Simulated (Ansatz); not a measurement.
# ReSbP: the cost of one run

Program: Ansatz 0.2.0. Level of theory: DFT PBE, scalar-relativistic, plane waves, PAW. These are calculated values, not measurements.

## (1) The system as given

The structure is tetragonal, space group P4/mmm (No. 123). The conventional cell has a = 3.704 Å, b = 3.704 Å, c = 5.292 Å, α = 90.00°, β = 90.00°, γ = 90.00°. Re (site symmetry 4/mmm) has 2 Sb at 2.65 Å in its first shell of neighbours. Around Sb (site symmetry 4/mmm) lie 4 P at 2.62 Å and 2 Re at 2.65 Å. P (site symmetry 4/mmm) is surrounded by 4 Sb at 2.62 Å.

As a file:

```
Re Sb P
1.0
     3.70358    0.00000    0.00000
     0.00000    3.70358    0.00000
     0.00000    0.00000    5.29190
Re Sb P
1 1 1
Direct
  0.00000 0.00000 0.50000
  0.00000 0.00000 0.00000
  0.50000 0.50000 0.00000
```

The cell was relaxed beforehand at this level, from a generated guess; it is a trial structure. At a tolerance of 0.05 Å it has space group P4/mmm (No. 123); it has 24.20 Å³/atom, an uncorrected energy of +2.02 eV/atom over the elements.

## (2) Static run: bands, density of states and charges

File input.yaml:

```yaml
crystal:
  lattice:
    - [3.7035817844, 0.0, 0.0]
    - [0.0, 3.7035817844, 0.0]
    - [0.0, 0.0, 5.2918961758]
  atoms:
    - { symbol: Re, position: [0.0, 0.0, 0.5], spin: 2.03 }
    - { symbol: Sb, position: [0.0, 0.0, 0.0] }
    - { symbol: P, position: [0.5, 0.5, 0.0] }
basis:
  ecutwfc: 420
kpoints:
  mp_grid: { grid: [12, 12, 10] }
  band_path:
    path:
      - [[0.0, 0.0, 0.0], [0.0, 0.5, 0.0], [0.5, 0.5, 0.0], [0.0, 0.0, 0.0], [0.0, 0.0, 0.5], [0.0, 0.5, 0.5], [0.5, 0.5, 0.5], [0.0, 0.0, 0.5]]
      - [[0.0, 0.5, 0.0], [0.0, 0.5, 0.5]]
      - [[0.5, 0.5, 0.0], [0.5, 0.5, 0.5]]
    npoints: 14
hamiltonian:
  xc: pbe
scf:
  occupations: { method: gaussian, width: 0.1 }
  n_extra_bands: 7
output:
  forces: true
  stress: true
  eigenvalues: true
  populations: true
  dos: { projected: true, de: 0.02, nscf_kmesh: { grid: [15, 15, 12] } }
  bader: true
magnetization:
  spin_polarized: true
checkpoint:
  read: start.run
  write: ck
  compress: false
  write_wavefunctions: false
  write_every: 100000
```

Started as:

```console
$ ansatz run input.yaml --threads 1 --pin off --max-ram 2560MiB --backend cpu --events-out ev --progress --plain --runs-dir out
```

Q: Estimate wall time and peak memory on 1 thread of Arm Neoverse N1, shared host.

About 2.5 min, with a peak of 0.65 GiB.
